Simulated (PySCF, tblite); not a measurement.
# C7H14AlN: geometry, infrared bands and NMR shifts

Aim: predict the infrared bands and NMR shifts of C7H14AlN (`C=[CH][Al]([CH3])[N]1CCCC1`).

The runs use tblite 0.8.0 and PySCF 2.14.0, with density-fitted response routines of our own; the level of theory stands in each step. All values are computed, except where a source is named. Atoms are numbered from 0 throughout.

### 1 The starting structure

23 atoms, charge 0, multiplicity 1; geometry from: force field or distance geometry start.

Bonds of the start (Å): C0–C1 1.33, C1–Al2 1.98, Al2–C3 1.98, Al2–N4 1.91, N4–C5 1.43, C5–C6 1.53, C6–C7 1.53, C7–C8 1.51, C8–N4 1.47, C0–H9 1.08, C0–H10 1.08, C1–H11 1.07, C3–H12 1.09, C3–H13 1.09, C3–H14 1.11, C5–H15 1.09, C5–H16 1.10, C6–H17 1.10, C6–H18 1.10, C7–H19 1.11, C7–H20 1.12, C8–H21 1.10, C8–H22 1.10.

### 2 Relaxing the molecule with GFN2-xTB

What the job is given:

```
{"job": {"kind": "relax", "xc": "GFN2-xTB", "basis": "xTB"}, "charge": 0, "multiplicity": 1}
C      3.224000     1.835600     0.436000
C      2.208100     1.363400    -0.283300
Al     1.286300    -0.327000     0.163600
C      2.187300    -1.993700    -0.423000
N     -0.584000    -0.190100     0.506500
C     -1.401100    -1.222400    -0.061800
C     -2.779200    -0.582500     0.140500
C     -2.524000     0.925200     0.150700
C     -1.081500     0.938200    -0.300500
H      3.623900     1.369900     1.324700
H      3.660600     2.773300     0.111100
H      1.860900     1.892600    -1.144000
H      2.298700    -1.907400    -1.508200
H      1.528900    -2.817600    -0.130000
H      3.180500    -2.060300     0.076400
H     -1.320000    -1.344800    -1.142700
H     -1.408300    -2.174200     0.489900
H     -3.178900    -0.881500     1.116800
H     -3.436300    -0.827000    -0.703500
H     -2.595400     1.301100     1.194600
H     -3.213500     1.453400    -0.553700
H     -1.010300     0.658100    -1.358200
H     -0.531500     1.844600    -0.014800
```

On the command line:

```
OMP_NUM_THREADS=1 python probes_run.py task.json out
```

This one command runs all jobs of the session in turn.

**Question.** This job is followed by: GFN2-xTB harmonic vibrations, gas phase; GIAO PBE0/pcSseg-1 NMR shielding, non-relativistic, gas phase. Predict these results of the whole session: strongest single infrared mode (GFN2-xTB); zero-point energy (GFN2-xTB); ¹³C shifts against TMS (PBE0/pcSseg-1, means over atoms taken as alike); ¹H shifts against TMS (PBE0/pcSseg-1, means over atoms taken as alike); ²⁷Al shifts against AlH4- (PBE0/pcSseg-1); ¹⁵N shifts against NH3 (PBE0/pcSseg-1); surface potential, 1st and 99th percentile.

The runs gave:

```
                                                               quantity                                    value
                              strongest single infrared mode (GFN2-xTB)                     682 cm⁻¹, 185 km/mol
                                           zero-point energy (GFN2-xTB)                           119.6 kcal/mol
¹³C shifts against TMS (PBE0/pcSseg-1, means over atoms taken as alike)      150.4, 150.0, 54.2, 28.4, -17.1 ppm
 ¹H shifts against TMS (PBE0/pcSseg-1, means over atoms taken as alike)  6.96, 6.87, 6.44, 3.34, 1.56, -0.16 ppm
                              ²⁷Al shifts against AlH4- (PBE0/pcSseg-1)                                125.9 ppm
                                 ¹⁵N shifts against NH3 (PBE0/pcSseg-1)                                112.2 ppm
                                  surface potential, 1st and 99th percentile                       -0.71 V and 1.49 V
```

What this shows: Relaxing lowered the energy by 1.245 eV in 155 steps; the close pair that moved most is Al2–N4, from 1.906 to 1.799 Å. The lowest mode is imaginary (28i cm⁻¹), so the xTB geometry is not a minimum. The strongest single mode, at 682 cm⁻¹, is carried by Al2, C3, C1. Unscaled tight-binding wavenumbers are off by several per cent, some by more. Its intensities can rank the bands wrongly. The most deshielded carbon is C0 (terminal =CH2 carbon), at 150.4 ppm: an sp2 carbon of a C=C bond. H11 (hydrogen on an alkene CH) lies farthest downfield among hydrogen, at 6.96 ppm; olefinic region. At PBE0/pcSseg-1, counted by nearest atom on the grid, the HOMO lies on N4 62 %; Al2 7 %, the LUMO on Al2 30 %; C0, C1 about 19 % each.
